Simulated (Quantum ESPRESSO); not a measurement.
MnO2 in Quantum ESPRESSO: the effect of functional

Crystal: MnO2.

```
Mn O
1.0
     4.39600    0.00000    0.00000
     0.00000    4.39600    0.00000
     0.00000    0.00000    2.87100
Mn O
2 4
Direct
  0.00000 0.00000 0.00000
  0.50000 0.50000 0.50000
  0.30200 0.30200 0.00000
  0.19800 0.80200 0.50000
  0.69800 0.69800 0.00000
  0.80200 0.19800 0.50000
```

Alike in all runs:

| Item | Value |
| --- | --- |
| Program | Quantum ESPRESSO 7.5 |
| Task | single point |
| Potentials or basis | PseudoDojo 0.4.1 SR LDA standard |
| Cutoff | 1306 eV |
| Density cutoff | 5225 eV |
| k mesh | 4 × 4 × 7 |
| Occupations | gaussian, width 0.05 eV |
| Spin | collinear spin, ferromagnetic start |
| Starting moments | [3.0, 3.0, 0.0, 0.0, 0.0, 0.0] μB |
| Hubbard terms | Mn d U = 4 eV |

| functional | pressure (GPa) | largest force (eV/Å) |
| --- | --- | --- |
| LDA | -6.6 | 0.56 |
| PBEsol | 0.9 | 0.52 |
| revPBE | 14.1 | 0.45 |
| RPBE | 15.6 | 0.44 |
| PW91 | ? | ? |

Q: What does the run with functional PW91 give?

A: Pressure 8.9 GPa; largest force 0.46 eV/Å.

Caveats: only a ferromagnetic start was run, and an antiferromagnetic order may lie lower in energy; the potentials were made for another functional, which shifts forces and pressure (some runs).

Runs at the PBE level aren't shown here.
